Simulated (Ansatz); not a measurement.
# CaCo: the cost of one run

Method: DFT PBE, scalar-relativistic, plane waves, PAW, in Ansatz 0.2.0.

### 1 The starting structure

The structure is tetragonal, space group P4/mmm (No. 123). Conventional cell: a = 3.126 Å, b = 3.126 Å, c = 4.097 Å, α = 90.00°, β = 90.00°, γ = 90.00°. Around Ca (site symmetry 4/mmm) lie 8 Co at 3.01 Å and 4 Ca at 3.13 Å. Around Co (site symmetry 4/mmm) lie 8 Ca at 3.01 Å and 4 Co at 3.13 Å.

Structure file:

```xyz
2
Lattice="3.1257 0.0000 0.0000 0.0000 3.1257 0.0000 0.0000 0.0000 4.0969" Properties=species:S:1:pos:R:3 pbc="T T T"
Ca    1.5629    1.5629    2.0485
Co    0.0000    0.0000    0.0000
```

(A quick probe on a coarse mesh, which set the mesh and smearing, is not shown.)

### 3 The relaxation

File input.yaml:

```yaml
crystal:
  lattice:
    - [3.1257326085, 0.0, 0.0]
    - [0.0, 3.1257326085, 0.0]
    - [0.0, 0.0, 4.0969423833]
  atoms:
    - { symbol: Ca, position: [0.5, 0.5, 0.5], spin: -0.13 }
    - { symbol: Co, position: [0.0, 0.0, 0.0], spin: 1.12 }
basis:
  ecutwfc: 420
kpoints:
  mp_grid: { grid: [18, 18, 14] }
hamiltonian:
  xc: pbe
scf:
  occupations: { method: gaussian, width: 0.1 }
output:
  forces: true
  stress: true
  eigenvalues: true
  populations: true
magnetization:
  spin_polarized: true
relax:
  adjacent_minimum: "off"
  f_tol: 0.01
  max_steps: 80
  cell: { stress_tol: 0.05 }
```

Started as:

```sh
$ ansatz run input.yaml --threads 1 --pin off --max-ram 2560MiB --backend cpu --events-out ev --progress --plain --runs-dir out
```

What time and memory should one allow on 1 thread of Arm Neoverse V1, shared host?

About 8.6 min, with a peak of 0.77 GiB.
